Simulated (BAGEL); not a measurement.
# doublet GaH2Br+: a chain of runs

Aim: a single-point energy (doublet GaH2Br+, ROHF/cc-pVDZ), then a single-point energy (singlet GaH2Br, HF/cc-pVTZ), then a single-point energy (doublet GaH2Br+, ROHF/cc-pVTZ), then the energy (singlet GaH2Br, HF/cc-pVQZ), then the energy (doublet GaH2Br+, ROHF/cc-pVQZ), then the energy (singlet GaH2Br, HF/cc-pV5Z), then the energy (doublet GaH2Br+, ROHF/cc-pV5Z) of BrGaH2. 

The results are computed with BAGEL 1.2.2.

6 further runs of the same task are left out: 6 set aside as unsound or not needed.

**1. The structure to begin with**

GaH2Br+: 4 atoms, total charge +1, spin state doublet. SMILES of the parent species: `[H][Ga]([H])[Br]`. The shape comes from GFN2-xTB, which is rough for such elements, and wasn't checked as a minimum. That shape belongs to the parent species and isn't relaxed for this state.

Bond lengths: Ga1–Br4 2.264 Å, Ga1–H2 1.555 Å, Ga1–H3 1.555 Å. Angles: H2–Ga1–Br4 118.8°, H3–Ga1–Br4 118.8°, H2–Ga1–H3 122.4°.

**2. A single-point energy at ROHF/cc-pVDZ (density fitting with tzvpp-jkfit, property ionisation energy) (run 1)**

job.json reads:

```json
{ "bagel" : [

{
  "title" : "molecule",
  "basis" : "cc-pvdz.json",
  "df_basis" : "tzvpp-jkfit",
  "angstrom" : true,
  "geometry" : [
    { "atom" : "Ga", "xyz" : [    0.098300,    0.164400,   -0.001080 ] },
    { "atom" : "H", "xyz" : [    1.652210,    0.107640,    0.012180 ] },
    { "atom" : "H", "xyz" : [   -0.686390,    1.506690,   -0.020070 ] },
    { "atom" : "Br", "xyz" : [   -1.064120,   -1.778730,    0.008970 ] }
  ]
},
{
  "title" : "rohf",
  "charge" : 1,
  "nopen" : 1
},
{
  "title" : "print",
  "file" : "orbitals.molden",
  "orbitals" : true
}

]}
```

The basis set cc-pVDZ is read from a file made from the Basis Set Exchange's data (not shown).

The run is started by

```sh
$ BAGEL_NUM_THREADS=1 BAGEL job.json > job.out
```

What it wrote:

```text
* using 1 threads per process

  ===============================================================
  ===============================================================

  *** Geometry ***

  { "atom" : "Ga", "xyz" : [      0.185760,      0.310671,     -0.002041 ] },
  { "atom" : "H", "xyz" : [      3.122224,      0.203410,      0.023017 ] },
  { "atom" : "H", "xyz" : [     -1.297089,      2.847231,     -0.037927 ] },
  { "atom" : "Br", "xyz" : [     -2.010895,     -3.361313,      0.016951 ] },

  Number of auxiliary basis functions:      568

  Since a DF basis is specified, we compute 2- and 3-index integrals:
    o Being stored without compression. Storage requirement is 0.019 GB

  Number of basis functions:       64
  Number of electrons      :       68

    * METHOD: MOLECULE                             0.21

  *** Open-shell HF ***

  === Nuclear Repulsion ===
   286.0632300824

      * DIIS with orbital gradients will be used.

  === ROHF iteration (cc-pvdz.json) ===
      0      -4496.35679022          0.01558995           0.12
      1      -4496.40367037          0.00835163           0.12
      2      -4496.41356278          0.00450830           0.11
      3      -4496.41954294          0.00232763           0.12
      4      -4496.42343389          0.00244919           0.11
      5      -4496.41126099          0.00184523           0.11
      6      -4496.39397033          0.00550154           0.11
      7      -4496.40142659          0.00362120           0.11
      8      -4496.39074240          0.00653447           0.12
      9      -4496.40417948          0.00256968           0.11
[... 86 lines of this table left out ...]
     96      -4496.40563503          0.00119611           0.11
     97      -4496.40766064          0.00099403           0.11
     98      -4496.41096640          0.00098560           0.11
     99      -4496.40136318          0.00157091           0.11
    * Max iteration reached in SCF.

    * S^2 (ROHF) is 0.7537

    * Permanent dipole moment:
           (   -1.776062,    -1.718768,     0.003056) a.u.

    * METHOD: ROHF                                11.37

    * METHOD: PRINT                                0.00

  ===============================================================
```

It took 12 s on 1 thread of Intel Xeon 6975P-C (Granite Rapids), shared host; peak memory 0.12 GiB.

No converged result was reached.

**3. Singlet neutral GaH2Br: the energy at HF/cc-pVTZ (density fitting with tzvpp-jkfit, property ionisation energy) (run 2)**

input.json reads:

```json
{ "bagel" : [

{
  "title" : "molecule",
  "basis" : "cc-pvtz.json",
  "df_basis" : "tzvpp-jkfit",
  "angstrom" : "true",
  "geometry" : [
    { "atom" : "Ga", "xyz" : [       0.098300,       0.164400,      -0.001080 ] },
    { "atom" : "H", "xyz" : [       1.652210,       0.107640,       0.012180 ] },
    { "atom" : "H", "xyz" : [      -0.686390,       1.506690,      -0.020070 ] },
    { "atom" : "Br", "xyz" : [      -1.064120,      -1.778730,       0.008970 ] }
  ]
},

{ "title" : "hf" },

{ "title" : "print", "file" : "orbitals.molden", "orbitals" : "true" }

]}
```

The basis set cc-pVTZ is read from a file made from the Basis Set Exchange's data (not shown).

The run is started by

```sh
$ BAGEL_NUM_THREADS=1 BAGEL input.json > input.out
```

What it wrote:

```text
* using 1 threads per process

  ===============================================================
  ===============================================================

  *** Geometry ***

  { "atom" : "Ga", "xyz" : [      0.185760,      0.310671,     -0.002041 ] },
  { "atom" : "H", "xyz" : [      3.122224,      0.203410,      0.023017 ] },
  { "atom" : "H", "xyz" : [     -1.297089,      2.847231,     -0.037927 ] },
  { "atom" : "Br", "xyz" : [     -2.010895,     -3.361313,      0.016951 ] },

  Number of auxiliary basis functions:      568

  Since a DF basis is specified, we compute 2- and 3-index integrals:
    o Being stored without compression. Storage requirement is 0.059 GB

  Number of basis functions:      114
  Number of electrons      :       68

    * METHOD: MOLECULE                             0.35

  *** RHF ***

  === Nuclear Repulsion ===
   286.0632300824

      * DIIS with orbital gradients will be used.

  === RHF iteration (cc-pvtz.json) ===
      0      -4496.92349568          0.00655975           0.14
      1      -4496.95619697          0.00264707           0.13
      2      -4496.96101476          0.00077310           0.13
      3      -4496.96152595          0.00009504           0.16
      4      -4496.96153556          0.00003415           0.12
      5      -4496.96153687          0.00001045           0.12
      6      -4496.96153702          0.00000276           0.12
      7      -4496.96153704          0.00000076           0.12
      8      -4496.96153704          0.00000021           0.12
      9      -4496.96153704          0.00000008           0.13
     10      -4496.96153704          0.00000003           0.12
     11      -4496.96153704          0.00000001           0.14
     12      -4496.96153704          0.00000000           0.14
    * SCF iteration converged.

    * Permanent dipole moment:
           (   -0.333137,    -0.557086,     0.003350) a.u.

    * METHOD: HF                                   2.03

    * METHOD: PRINT                                0.01

  ===============================================================
```

Wall time 2.7 s (1 thread of Intel Xeon 6975P-C (Granite Rapids), shared host); peak memory 0.2 GiB.

Runs 3 to 4 aren't shown in full; the table further down has their settings and results.

**4. A single-point energy at ROHF/cc-pVQZ (density fitting with qzvpp-jkfit, property ionisation energy) (run 5)**

input.json reads:

```json
{ "bagel": [

{
  "title": "molecule",
  "basis": "cc-pvqz.json",
  "df_basis": "qzvpp-jkfit",
  "angstrom": true,
  "geometry": [
    { "atom": "Ga", "xyz": [    0.098300,    0.164400,   -0.001080 ] },
    { "atom": "H", "xyz": [    1.652210,    0.107640,    0.012180 ] },
    { "atom": "H", "xyz": [   -0.686390,    1.506690,   -0.020070 ] },
    { "atom": "Br", "xyz": [   -1.064120,   -1.778730,    0.008970 ] }
  ]
},
{
  "title": "rohf",
  "charge": 1,
  "nopen": 1
},
{
  "title": "print",
  "file": "orbitals.molden",
  "orbitals": true
}

]}
```

The basis set cc-pVQZ is read from a file made from the Basis Set Exchange's data (not shown).

The run is started by

```sh
$ BAGEL_NUM_THREADS=1 BAGEL input.json > input.out
```

What it wrote:

```text
* using 1 threads per process

  ===============================================================
  ===============================================================

  *** Geometry ***

  { "atom" : "Ga", "xyz" : [      0.185760,      0.310671,     -0.002041 ] },
  { "atom" : "H", "xyz" : [      3.122224,      0.203410,      0.023017 ] },
  { "atom" : "H", "xyz" : [     -1.297089,      2.847231,     -0.037927 ] },
  { "atom" : "Br", "xyz" : [     -2.010895,     -3.361313,      0.016951 ] },

  Number of auxiliary basis functions:      568

  Since a DF basis is specified, we compute 2- and 3-index integrals:
    o Being stored without compression. Storage requirement is 0.175 GB

  Number of basis functions:      196
  Number of electrons      :       68

    * METHOD: MOLECULE                             0.67

  *** Open-shell HF ***

  === Nuclear Repulsion ===
   286.0632300824

      * DIIS with orbital gradients will be used.

  === ROHF iteration (cc-pvqz.json) ===
      0      -4496.39018974          0.02085304           0.64
      1      -4496.49090511          0.01575748           0.58
      2      -4496.53212415          0.00985745           0.61
      3      -4496.57201724          0.00174926           0.59
      4      -4496.57591851          0.00167469           0.59
      5      -4496.57728817          0.00171856           0.55
      6      -4496.56583332          0.00119520           0.55
      7      -4496.55873591          0.00189904           0.58
      8      -4496.56286913          0.00161582           0.56
      9      -4496.56374536          0.00169331           0.56
[... 86 lines of this table left out ...]
     96      -4496.56635427          0.00056423           0.55
     97      -4496.56629392          0.00059969           0.56
     98      -4496.55743765          0.00098517           0.55
     99      -4496.56440582          0.00100002           0.56
    * Max iteration reached in SCF.

    * S^2 (ROHF) is 0.7503

    * Permanent dipole moment:
           (   -1.729473,    -1.662434,     0.002874) a.u.

    * METHOD: ROHF                                56.70

    * METHOD: PRINT                                0.03

  ===============================================================
```

Run time: 58 s. Hardware: 1 thread of Intel Xeon 6975P-C (Granite Rapids), shared host; peak memory 0.38 GiB.

The iterations ended before the threshold was met.

Run 6 isn't shown in full; the table further down has it.

**5. The energy at ROHF/cc-pV5Z (density fitting with qzvpp-jkfit, property ionisation energy) (run 7)**

calc.json reads:

```json
{ "bagel": [

{
  "title": "molecule",
  "basis": "cc-pv5z.json",
  "df_basis": "qzvpp-jkfit",
  "angstrom": true,
  "geometry": [
    { "atom": "Ga", "xyz": [    0.098300,    0.164400,   -0.001080 ] },
    { "atom": "H", "xyz": [    1.652210,    0.107640,    0.012180 ] },
    { "atom": "H", "xyz": [   -0.686390,    1.506690,   -0.020070 ] },
    { "atom": "Br", "xyz": [   -1.064120,   -1.778730,    0.008970 ] }
  ]
},
{
  "title": "rohf",
  "charge": 1,
  "nopen": 1
},
{
  "title": "print",
  "file": "orbitals.molden",
  "orbitals": true
}

]}
```

The basis set cc-pV5Z is read from a file made from the Basis Set Exchange's data (not shown).

The run is started by

```sh
$ BAGEL_NUM_THREADS=1 BAGEL calc.json > calc.out
```

What it wrote:

```text
* using 1 threads per process

  ===============================================================
  ===============================================================

  *** Geometry ***

  { "atom" : "Ga", "xyz" : [      0.185760,      0.310671,     -0.002041 ] },
  { "atom" : "H", "xyz" : [      3.122224,      0.203410,      0.023017 ] },
  { "atom" : "H", "xyz" : [     -1.297089,      2.847231,     -0.037927 ] },
  { "atom" : "Br", "xyz" : [     -2.010895,     -3.361313,      0.016951 ] },

  Number of auxiliary basis functions:      568

  Since a DF basis is specified, we compute 2- and 3-index integrals:
    o Being stored without compression. Storage requirement is 0.460 GB

  Number of basis functions:      318
  Number of electrons      :       68

    * METHOD: MOLECULE                             1.33

  *** Open-shell HF ***

  === Nuclear Repulsion ===
   286.0632300824

      * DIIS with orbital gradients will be used.

  === ROHF iteration (cc-pv5z.json) ===
      0      -4496.42422476          0.01403176           1.28
      1      -4496.50521202          0.01032833           1.27
      2      -4496.53201442          0.00727732           1.27
      3      -4496.57057818          0.00123614           1.30
      4      -4496.57343410          0.00112668           1.29
      5      -4496.57552629          0.00116704           1.29
      6      -4496.56783376          0.00090289           1.29
      7      -4496.56130605          0.00110524           1.29
      8      -4496.56205476          0.00113149           1.29
      9      -4496.56183327          0.00114003           1.27
[... 86 lines of this table left out ...]
     96      -4496.57133820          0.00090462           1.27
     97      -4496.56751404          0.00076546           1.27
     98      -4496.56700611          0.00075884           1.27
     99      -4496.56460555          0.00070661           1.26
    * Max iteration reached in SCF.

    * S^2 (ROHF) is 0.7501

    * Permanent dipole moment:
           (   -1.279192,    -1.706587,     0.006891) a.u.

    * METHOD: ROHF                               129.03

    * METHOD: PRINT                                0.08

  ===============================================================
```

It took 2.2 min on 1 thread of Intel Xeon 6975P-C (Granite Rapids), shared host; peak memory 0.8 GiB.

No converged result was reached.

**6. The series**

```csv
run,level,integral approximation,partner,energy (Eh),wall time
1,"ROHF/cc-pVDZ (density fitting with tzvpp-jkfit, property ionisation energy)",tzvpp-jkfit,cation,not converged,12 s
2,"HF/cc-pVTZ (density fitting with tzvpp-jkfit, property ionisation energy)",tzvpp-jkfit,base,-4496.961537,2.7 s
3,"ROHF/cc-pVTZ (density fitting with tzvpp-jkfit, property ionisation energy)",tzvpp-jkfit,cation,not converged,25 s
4,"HF/cc-pVQZ (density fitting with qzvpp-jkfit, property ionisation energy)",qzvpp-jkfit,base,-4496.968196,5.7 s
5,"ROHF/cc-pVQZ (density fitting with qzvpp-jkfit, property ionisation energy)",qzvpp-jkfit,cation,not converged,58 s
6,"HF/cc-pV5Z (density fitting with qzvpp-jkfit, property ionisation energy)",qzvpp-jkfit,base,-4496.968877,12 s
7,"ROHF/cc-pV5Z (density fitting with qzvpp-jkfit, property ionisation energy)",qzvpp-jkfit,cation,not converged,2.2 min
```

**7. What came out**

```
                                    quantity           value
 singlet neutral GaH2Br, run 6: total energy  -4496.96888 Eh
singlet neutral GaH2Br, run 6: dipole moment          1.67 D
  singlet neutral GaH2Br, run 6: HOMO energy       -11.03 eV
  singlet neutral GaH2Br, run 6: LUMO energy         0.67 eV
singlet neutral GaH2Br, run 6: HOMO–LUMO gap        11.70 eV
```

In words: The dipole moment (its size) runs from 1.65 D (HF/cc-pVTZ) to 1.67 D (HF/cc-pV5Z). The HOMO–LUMO gap runs from 11.70 eV (HF/cc-pV5Z) to 11.89 eV (HF/cc-pVTZ). All runs together took 4.1 min, the longest 2.2 min. 4 of the 7 runs did not end normally.
